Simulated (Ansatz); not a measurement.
# Ti3S2 (R32) in Ansatz: convergence with scf convergence dr2 threshold

Aim: find how far scf convergence dr2 threshold must go before the results for Ti3S2 settle, at PBE. This setting moves, with any that are tied to it; all else stays.

Everything below comes from runs of Ansatz 0.2.0. Logs are shortened: lines on timing, memory, paths and dates and some standing lists are left out, and cuts for length are marked.

## (1) Starting point

It takes space group R32 (No. 155, trigonal). The conventional cell has a = 5.426 Å, b = 5.426 Å, c = 9.713 Å, α = 90.00°, β = 90.00°, γ = 120.00°. Ti (site symmetry 2) has 4 S at 2.42 to 2.44 Å as nearest neighbours. S (site symmetry 3) has 6 Ti at 2.42 to 2.44 Å as nearest neighbours.

The cell comes from a database or a generator and needn't be the stable form of this composition.

## (2) With scf convergence dr2 threshold 0.01

File input.yaml:

```yaml
crystal:
  lattice:
    - [2.7131139241, 1.5664170544, 3.2376184047]
    - [-2.7131139241, 1.5664170544, 3.2376184047]
    - [0.0, -3.1328341088, 3.2376184047]
  atoms:
    - { symbol: Ti, position: [0.0, 0.335655, 0.664345] }
    - { symbol: Ti, position: [0.664345, 0.0, 0.335655] }
    - { symbol: Ti, position: [0.335655, 0.664345, 0.0] }
    - { symbol: S, position: [0.167839, 0.167839, 0.167839] }
    - { symbol: S, position: [0.832161, 0.832161, 0.832161] }
hamiltonian:
  xc: pbe
  pseudopotentials: { kind: paw }
kpoints:
  mp_grid: { grid: [5, 5, 5] }
scf:
  occupations: { method: cold, width: 0.05 }
  convergence: { dr2_threshold: 0.01 }
output:
  forces: true
  stress: true
  eigenvalues: true
```

Potentials or basis: Ansatz PAW.

Launch:

```console
ansatz run input.yaml --threads 2 --pin off --max-ram 5632MiB --backend cpu --events-out ev --progress --plain --runs-dir out
```

It took 0.95 s on 2 threads of Intel Xeon 6975P-C (Granite Rapids), shared host; peak memory 0.38 GiB.

Results:

```yaml
Free_energy: -9307.9194 eV
Pressure: 0.3 GPa
Largest_force: 0.053 eV/Å
Band_gap_on_the_k_mesh: none (metal or under the smearing width)
```

## (3) With scf convergence dr2 threshold 0.001

Edit input.yaml of step 2 so:

```diff
@@ -18,3 +18,3 @@
   occupations: { method: cold, width: 0.05 }
-  convergence: { dr2_threshold: 0.01 }
+  convergence: { dr2_threshold: 0.001 }
 output:
```

Potentials or basis: Ansatz PAW.

Launch:

```console
ansatz run input.yaml --threads 2 --pin off --max-ram 5632MiB --backend cpu --events-out ev --progress --plain --runs-dir out
```

It took 1.1 s on 2 threads of Intel Xeon 6975P-C (Granite Rapids), shared host; peak memory 0.35 GiB.

What came out:

- Free energy: -9307.9217 eV
- Pressure: 0.3 GPa
- Largest force: 0.066 eV/Å
- Band gap on the k mesh: none (metal or under the smearing width)

## (4) With scf convergence dr2 threshold 0.0001

Edit input.yaml of step 3 so:

```diff
@@ -18,3 +18,3 @@
   occupations: { method: cold, width: 0.05 }
-  convergence: { dr2_threshold: 0.001 }
+  convergence: { dr2_threshold: 0.0001 }
 output:
```

Launch:

```console
ansatz run input.yaml --threads 2 --pin off --max-ram 5632MiB --backend cpu --events-out ev --progress --plain --runs-dir out
```

Wall time 1.1 s (2 threads of Intel Xeon 6975P-C (Granite Rapids), shared host); peak memory 0.38 GiB.

Results:

* Free energy: -9307.9217 eV
* Pressure: 0.3 GPa
* Largest force: 0.066 eV/Å
* Band gap on the k mesh: none (metal or under the smearing width)

## (5) With scf convergence dr2 threshold 1e-05

Edit input.yaml of step 4 so:

```diff
@@ -18,3 +18,3 @@
   occupations: { method: cold, width: 0.05 }
-  convergence: { dr2_threshold: 0.0001 }
+  convergence: { dr2_threshold: 1.0e-05 }
 output:
```

Launch:

```console
ansatz run input.yaml --threads 2 --pin off --max-ram 5632MiB --backend cpu --events-out ev --progress --plain --runs-dir out
```

Wall time 1.1 s (2 threads of Intel Xeon 6975P-C (Granite Rapids), shared host); peak memory 0.38 GiB.

Results:

* Free energy: -9307.9218 eV
* Pressure: 0.3 GPa
* Largest force: 0.067 eV/Å
* Band gap on the k mesh: none (metal or under the smearing width)

## (6) With scf convergence dr2 threshold 1e-06

Edit input.yaml of step 5 so:

```diff
@@ -18,3 +18,3 @@
   occupations: { method: cold, width: 0.05 }
-  convergence: { dr2_threshold: 1.0e-05 }
+  convergence: { dr2_threshold: 1.0e-06 }
 output:
```

Potentials or basis: Ansatz PAW.

Launch:

```console
ansatz run input.yaml --threads 2 --pin off --max-ram 5632MiB --backend cpu --events-out ev --progress --plain --runs-dir out
```

Run time: 1.3 s. Hardware: 2 threads of Intel Xeon 6975P-C (Granite Rapids), shared host; peak memory 0.37 GiB.

It converged, with:

| Item | Value |
| --- | --- |
| Free energy | -9307.9218 eV |
| Pressure | 0.3 GPa |
| Largest force | 0.067 eV/Å |
| Band gap on the k mesh | none (metal or under the smearing width) |

## (7) With scf convergence dr2 threshold 1e-07

Edit input.yaml of step 6 so:

```diff
@@ -18,3 +18,3 @@
   occupations: { method: cold, width: 0.05 }
-  convergence: { dr2_threshold: 1.0e-06 }
+  convergence: { dr2_threshold: 1.0e-07 }
 output:
```

Launch:

```console
ansatz run input.yaml --threads 2 --pin off --max-ram 5632MiB --backend cpu --events-out ev --progress --plain --runs-dir out
```

It took 1.2 s on 2 threads of Intel Xeon 6975P-C (Granite Rapids), shared host; peak memory 0.38 GiB.

It converged, with:

```yaml
Free_energy: -9307.9218 eV
Pressure: 0.3 GPa
Largest_force: 0.067 eV/Å
Band_gap_on_the_k_mesh: none (metal or under the smearing width)
```

## (8) With scf convergence dr2 threshold 1e-09

Edit input.yaml of step 7 so:

```diff
@@ -18,3 +18,3 @@
   occupations: { method: cold, width: 0.05 }
-  convergence: { dr2_threshold: 1.0e-07 }
+  convergence: { dr2_threshold: 1.0e-09 }
 output:
```

Launch:

```console
ansatz run input.yaml --threads 2 --pin off --max-ram 5632MiB --backend cpu --events-out ev --progress --plain --runs-dir out
```

Run time: 1.3 s. Hardware: 2 threads of Intel Xeon 6975P-C (Granite Rapids), shared host; peak memory 0.38 GiB.

The run converged. Its results:

```
Free energy            : -9307.9218 eV
Pressure               : 0.3 GPa
Largest force          : 0.067 eV/Å
Band gap on the k mesh : none (metal or under the smearing width)
```

## (9) With scf convergence dr2 threshold 1e-11

Edit input.yaml of step 8 so:

```diff
@@ -18,3 +18,3 @@
   occupations: { method: cold, width: 0.05 }
-  convergence: { dr2_threshold: 1.0e-09 }
+  convergence: { dr2_threshold: 1.0e-11 }
 output:
```

Potentials or basis: Ansatz PAW.

Launch:

```console
ansatz run input.yaml --threads 2 --pin off --max-ram 5632MiB --backend cpu --events-out ev --progress --plain --runs-dir out
```

Standard output:

```text
Warning: RAYON_NUM_THREADS=2 ignored (pool sized by the plan → 2); use --threads N
Engine: ansatz 0.2.0, x86_64-unknown-linux-gnu
Pseudopotentials: kind: paw
Pseudopotential: Ti, paw, valence charge 12, recommended cutoff 420 eV (normal), Ti.paw.azcp
Pseudopotential: S, paw, valence charge 6, recommended cutoff 420 eV (normal), S.paw.azcp
Functional definition: PBE
  parameter kappa = 0.804
  parameter beta = 0.06672455060314922
  exchange = pbe_x(kappa = kappa, mu = beta*pi^2/3)
  correlation = pbe_c(beta = beta)
Crystal: 5 atoms, lattice volume = 82.557 Å³
Basis set: ecut = 420 eV, 1613 PW (Γ), exchange–correlation on 64×64×64 points (8 copies of the dense FFT grid, shifted against one another)
Bands: 29, of which v1, the nominal top of the filled ones, is band 24 counted from 1 (23 counted from 0)
Symmetry: 6 space group operations
Space group: R32 (ITA 155), of the structure as read, at distance tolerance 4.4e-5 Å
k-points: 19 of 125 (time reversal used)
Non-local potential: Ti, projectors of the file, l = 0: 3, l = 1: 2, l = 2: 3, l = 3: 1
Non-local potential: S, projectors of the file, l = 0: 2, l = 1: 2, l = 2: 2
PAW form: soft (Blöchl's): semilocal exchange-correlation on the pseudo side does not see the compensation charge
PAW one-centre angular grid: Ti, 590 points (default); XC on 64 Gauss nodes
PAW one-centre angular grid: S, 110 points (default); XC on 64 Gauss nodes
Initial density: superposition of atomic densities (neutral atoms: chi_scale 0, normalization atom), corrected by the library's trained network
Initial wavefunctions: pseudopotential atomic-orbital guess
Functional: x = pbe(κ = 0.804, μ = 0.2195149727645171), c = pbe(β = 0.06672455060314922)
SCF iter   1: F=—  HF=-9307.926374 eV  |F-HF|=—  |Δ(HF+E_count)|=         —  Δρ=7.29e-3  dr2=4.03e-2  ethr=1.77e-3  ⟨swp⟩=5.3  Hψ=2296  notcnv=0
preconditioner: auto → Kerker (q_TF=auto, 2.493 Å⁻¹)  [metal: Δε(μ)=0.018 eV  Ē_g=6.268 eV  σ=0.050 eV  W_gap=0.25  n_scr=20 (ndim 8)  ℏωp=20.0 eV  f_vac=0.000  D(μ)=1.20/eV (n_scr^D=6)]
SCF iter   2: F=—  HF=-9307.920899 eV  |F-HF|=—  |Δ(HF+E_count)|=   5.48e-3  S|Δr|=    0.00e0  Δρ=3.69e-3  dr2=9.56e-3  ethr=8.40e-5  ⟨swp⟩=2.0  Hψ=843  notcnv=0  defer=16
SCF iter   3: F=—  HF=-9307.921718 eV  |F-HF|=—  |Δ(HF+E_count)|=   8.19e-4  S|Δr|=    0.00e0  Δρ=1.18e-3  dr2=1.25e-3  ethr=1.99e-5  ⟨swp⟩=2.4  Hψ=709  notcnv=0  defer=16
SCF iter   4: F=—  HF=-9307.921810 eV  |F-HF|=—  |Δ(HF+E_count)|=   9.19e-5  S|Δr|=    0.00e0  Δρ=2.51e-4  dr2=5.39e-5  ethr=2.59e-6  ⟨swp⟩=2.0  Hψ=712  notcnv=0  defer=16
SCF iter   5: F=—  HF=-9307.921747 eV  |F-HF|=—  |Δ(HF+E_count)|=   6.29e-5  S|Δr|=    0.00e0  Δρ=5.92e-5  dr2=2.04e-6  ethr=1.12e-7  ⟨swp⟩=2.0  Hψ=722  notcnv=0  defer=16
SCF iter   6: F=—  HF=-9307.921761 eV  |F-HF|=—  |Δ(HF+E_count)|=   1.41e-5  S|Δr|=    0.00e0  Δρ=1.34e-5  dr2=9.98e-8  ethr=4.26e-9  ⟨swp⟩=3.0  Hψ=1012  notcnv=0  defer=16
SCF iter   7: F=—  HF=-9307.921761 eV  |F-HF|=—  |Δ(HF+E_count)|=   5.68e-8  S|Δr|=    0.00e0  Δρ=3.19e-6  dr2=1.09e-8  ethr=2.08e-10  ⟨swp⟩=2.0  Hψ=715  notcnv=0  defer=16
SCF iter   8: F=—  HF=-9307.921761 eV  |F-HF|=—  |Δ(HF+E_count)|=  6.13e-10  S|Δr|=    0.00e0  Δρ=7.82e-7  dr2=7.04e-10  ethr=2.28e-11  ⟨swp⟩=2.0  Hψ=712  notcnv=0  defer=16
SCF iter   9: F=—  HF=-9307.921761 eV  |F-HF|=—  |Δ(HF+E_count)|=  3.64e-12  S|Δr|=    0.00e0  Δρ=2.83e-7  dr2=7.96e-11  ethr=1.47e-12  ⟨swp⟩=2.0  Hψ=717  notcnv=0  defer=16
SCF iter  10: F=-9307.921761 eV  HF=-9307.921761 eV  |F-HF|=0.00e0  |Δ(HF+E_count)|=  1.09e-11  S|Δr|=    0.00e0  Δρ=8.45e-8  dr2=7.86e-12  ethr=1.00e-12  ⟨swp⟩=9.7  Hψ=2496  notcnv=0
SCF 1 converged in 10 iterations: F = -9307.921761 eV  dr2 = 7.86e-12
SCF converged after 10 iterations
Stability not checked: this state was not tested for a lower state beside it, because cold or Methfessel-Paxton smearing, or corrected tetrahedra, fill the levels in a way that the test cannot read (fill_not_monotonic; see scf.lower_state_search)
Free energy (F): -9307.921761 eV
Harris-Foulkes:  -9307.921761 eV  (|F-HF|=0.00e0)
Internal energy: -9307.924416 eV  (E = F + TS)
E sigma→0 (E₀):  -9307.922646 eV
Entropy (-TS):   0.002655 eV (0.531 meV/atom)
Fermi energy:    12.238530 eV
Step filling:    the computed levels leave a gap of 0.0414 eV = 0.8 smearing widths at the electron count; against every level under it full and every level over it empty, smearing changes F+E_penalty+E_count by +0.697 meV and its σ→0 estimate by -0.188 meV
--- Per-component energies (eV) ---
  E_band       = -474.279295
  E_kinetic    = 1040.231328
  E_local      = -2952.733442  (includes V_loc(G=0)·N_el)
  E_nonlocal   = 81.369085
  E_hartree    = 1213.387768
  E_xc         = -490.492821
  E_vxc        = -546.207489  (∫ρ·V_xc dr)
  E_paw        = -4344.424690  (= ΣΔE_a)
  E_vpaw       = -523.714692  (= ΣTr[D̂ρ^β])
  E_aug_tail   = 0.000409  (compensation charges beyond the density's cutoff)
  E_ewald      = -3855.262052
  E_smearing   = 0.002655  (= −TS)
  E_closure    = -0.000000  (closes the sum)
  Σ components = -9307.921761   (vs F -9307.921761, Δ=0.00e0)
--- Forces (eV/Å), atoms counted from 1 ---
  atom   1  Ti    -0.01065138     0.01844874    -0.00000000
  atom   2  Ti    -0.01065138    -0.01844874    -0.00000000
  atom   3  Ti     0.02130277    -0.00000000    -0.00000000
  atom   4  S     -0.00000000     0.00000000     0.06688166
  atom   5  S     -0.00000000    -0.00000000    -0.06688166
  max |Σ_I F_I| component: 4.44e-16 eV/Å
--- Stress (GPa, compression-positive) ---
        0.465046       0.000000       0.000000
        0.000000       0.465046      -0.000000
        0.000000      -0.000000       0.047900
  P = ⅓ Tr σ = 0.3260 GPa (3.260 kbar)
--- Band table (eV; the first three rows and the last of 19) ---
  k-point 0: bands = ["-44.6868", "-44.6379", "-44.6379", "-21.0491", "-21.0491", "-21.0050", "-20.9901", "-20.9733", "-20.9722", "-20.9722", "-20.7969", "-20.7969", "-3.0442", "-1.1517", "6.3100", "6.3100", "6.6121", "8.0775", "8.3679", "8.3679", "10.1503", "10.8854", "12.2747", "12.2747", "12.8626", "12.8626", "14.0751", "14.0751", "14.2156"]
  k-point 1: bands = ["-44.6818", "-44.6430", "-44.6377", "-21.0746", "-21.0348", "-21.0260", "-21.0152", "-20.9881", "-20.9279", "-20.9088", "-20.8317", "-20.8046", "-2.8605", "-1.2781", "6.2116", "6.4314", "6.6364", "7.7416", "8.1546", "8.5457", "10.5082", "11.2199", "12.0577", "12.1539", "12.5491", "13.0802", "13.5112", "13.9269", "14.4952"]
  k-point 2: bands = ["-44.6690", "-44.6542", "-44.6390", "-21.0915", "-21.0564", "-21.0107", "-20.9999", "-20.9893", "-20.9204", "-20.8730", "-20.8559", "-20.8255", "-2.4413", "-1.6055", "6.2030", "6.3886", "6.6681", "7.4913", "7.8243", "8.9129", "11.0916", "11.4990", "11.7768", "11.8710", "12.1692", "13.1563", "13.4982", "13.6516", "14.2415"]
  k-point 18: bands = ["-44.6695", "-44.6476", "-44.6444", "-21.1547", "-21.0542", "-21.0208", "-20.9932", "-20.9685", "-20.9365", "-20.9167", "-20.8175", "-20.7919", "-1.9296", "-1.4254", "5.1906", "6.0461", "6.2572", "7.6319", "8.2990", "8.4862", "11.3909", "11.7997", "11.9591", "12.1378", "12.6359", "12.7047", "12.9514", "13.2468", "13.9741"]
```

Run time: 1.4 s. Hardware: 2 threads of Intel Xeon 6975P-C (Granite Rapids), shared host; peak memory 0.38 GiB.

What came out:

| Quantity | Value |
| --- | --- |
| Free energy | -9307.9218 eV |
| Pressure | 0.3 GPa |
| Largest force | 0.067 eV/Å |
| Band gap on the k mesh | none (metal or under the smearing width) |

## (10) The series at a glance

```tsv
scf convergence dr2 threshold	energy less the tightest run, at zero smearing (meV/atom)	pressure (GPa)	largest force (eV/Å)	SCF cycles	CPU time (s)	peak memory (GiB)
0.01	0.47	0.27	0.053	2	1.8	0.38
0.001	0.00	0.33	0.066	4	2	0.35
0.0001	0.00	0.33	0.066	4	2	0.38
1e-05	0.00	0.33	0.067	5	2	0.38
1e-06	0.00	0.33	0.067	6	2.4	0.37
1e-07	0.00	0.33	0.067	7	2.3	0.38
1e-09	0.00	0.33	0.067	8	2.4	0.38
1e-11	0.00	0.33	0.067	10	2.7	0.38
```

Against the tightest run, the energy stays within 1 meV/atom from 0.01 on; the pressure stays within 0.1 GPa from 0.01 on; the largest force stays within 0.005 eV/Å from 0.001 on. The tightest run that finished is the yardstick and may itself not be fully converged.
